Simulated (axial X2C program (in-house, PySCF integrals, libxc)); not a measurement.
# CoNC⁺: bond lengths and stretches, held linear

How do method and spin–orbit coupling move the bonds and stretches of CoNC⁺, held linear?

Computed with an in-house X2C program for linear molecules on PySCF integrals. Level: all-electron X2C, two-component (2c) or spin-free, Co dyall-v3z, N dyall-av3z, C dyall-v3z.

All values are calculated.

2 further runs of the same task are left out: 2 set aside as unsound or not needed.

## 1. The job

File task.json:

```json
{"zs": [27, 7, 6], "q": 1, "bas": ["dyall-v3z", "dyall-av3z", "dyall-v3z"], "r0": [1.77, 1.17], "symm": 0, "scan": ["PBE0", "HF", "PBE"], "levels": ["PBE0", "HF", "BHandHLYP"], "nst": 2}
```

Keys: zs atomic numbers; q charge; bas basis sets; r0 starting distance in Å; symm equal bonds; scan levels of the two-bond scan (MP2 follows by itself at each HF point); levels methods; nst determinants followed.

Launch:

```
$ python solin.py task.json out
```

Masses Co 58.933, N 14.003, C 12.000 u.

## 2. Scan at PBE0, 2c

State: Ω = 9/2 (beyond evenly filled blocks: ω = 1/2, ω = 3/2, ω = 5/2). Energies above the lowest point, from the job's result record:

| r(Co–N) (Å) | r(N–C) (Å) | E (meV) |
| --- | --- | --- |
| 1.7199 | 1.1612 | 73.39 |
| 1.7199 | 1.1910 | 23.19 |
| 1.7199 | 1.2208 | 57.63 |
| 1.7640 | 1.1612 | 46.70 |
| 1.7640 | 1.1910 | 0.00 |
| 1.7640 | 1.2208 | 37.65 |
| 1.7640 | 1.2506 | 144.52 |
| 1.8081 | 1.1612 | 67.68 |
| 1.8081 | 1.1910 | 24.18 |
| 1.8081 | 1.2208 | 64.66 |
| 1.8522 | 1.1910 | 86.38 |
| 1.8522 | 1.2506 | 240.93 |

A quadratic surface with cubic terms in each bond gives the minimum at 1.762 and 1.192 Å, force constants 3.91, 15.1 and coupling 0.34 mdyn/Å.

## 3. Scan at HF, 2c

State: Ω = 9/2 (beyond evenly filled blocks: ω = 1/2, ω = 3/2, ω = 5/2). Energies above the lowest point, from the job's result record:

| r(Co–N) (Å) | r(N–C) (Å) | E (meV) |
| --- | --- | --- |
| 1.7199 | 1.1612 | 158.41 |
| 1.7199 | 1.1910 | 191.77 |
| 1.7199 | 1.2208 | 312.88 |
| 1.7640 | 1.1612 | 47.11 |
| 1.7640 | 1.1910 | 83.36 |
| 1.7640 | 1.2208 | 207.33 |
| 1.7640 | 1.2506 | 403.54 |
| 1.8081 | 1.1612 | 0.00 |
| 1.8081 | 1.1910 | 38.85 |
| 1.8081 | 1.2208 | 165.37 |
| 1.8522 | 1.1910 | 47.12 |
| 1.8522 | 1.2506 | 376.91 |

A quadratic surface with cubic terms in each bond gives the minimum at 1.824 and 1.164 Å, force constants 4, 18.3 and coupling 0.31 mdyn/Å.

## 4. Scan at PBE, 2c

State: Ω = 9/2 (beyond evenly filled blocks: ω = 1/2, ω = 3/2, ω = 5/2). Energies above the lowest point, from the job's result record:

| r(Co–N) (Å) | r(N–C) (Å) | E (meV) |
| --- | --- | --- |
| 1.7199 | 1.1612 | 102.35 |
| 1.7199 | 1.1910 | 27.75 |
| 1.7199 | 1.2208 | 31.96 |
| 1.7640 | 1.1612 | 67.46 |
| 1.7640 | 1.1910 | 0.00 |
| 1.7640 | 1.2208 | 10.54 |
| 1.7640 | 1.2506 | 84.71 |
| 1.8081 | 1.1612 | 72.97 |
| 1.8081 | 1.1910 | 12.39 |
| 1.8081 | 1.2208 | 29.00 |
| 1.8522 | 1.1910 | 56.33 |
| 1.8522 | 1.2506 | 163.19 |

A quadratic surface with cubic terms in each bond gives the minimum at 1.769 and 1.201 Å, force constants 3.2, 13.1 and coupling 0.74 mdyn/Å.

## 5. Comparison

| level | r(Co–N) (Å) | r(N–C) (Å) | lower stretch (cm⁻¹) | upper stretch (cm⁻¹) |
| --- | --- | --- | --- | --- |
| PBE0, 2c | 1.762 | 1.192 | 595.0 | 2028.4 |
| HF, 2c | 1.824 | 1.164 | 603.0 | 2229.8 |
| PBE, 2c | 1.769 | 1.201 | 544.5 | 1858.3 |
| MP2, 2c | 1.786 | 1.196 | 593.3 | 2020.6 |
| PBE0, spin-free | 1.762 | 1.192 | 594.9 | 2027.6 |
| HF, spin-free | 1.824 | 1.164 | 603.1 | 2229.6 |
| PBE, spin-free | 1.769 | 1.201 | 544.7 | 1856.4 |
| MP2, spin-free | 1.786 | 1.196 | 593.5 | 2020.2 |

Scans not shown above were run alike.

**Reading.** Over the levels the Co–N bond spans 1.762 to 1.824 Å and the N–C bond 1.164 to 1.201 Å. At PBE0 spin–orbit coupling leaves both bonds unchanged to 0.001 Å. Each state is one determinant, the lowest of a limited PBE0 search; the stretches come from a fit to few points and are good to some per cent at best. The upper stretch spreads by more than a fifth over the levels, so it depends strongly on the method. MP2 freezes inner shells (threshold -2 hartree). The molecule was held linear; bending was not examined, so a bent shape may lie lower. Note: functional without a current term on a determinant with orbital currents, of the molecule or an atom. Note: several unpaired electrons, one determinant need not be a pure state.
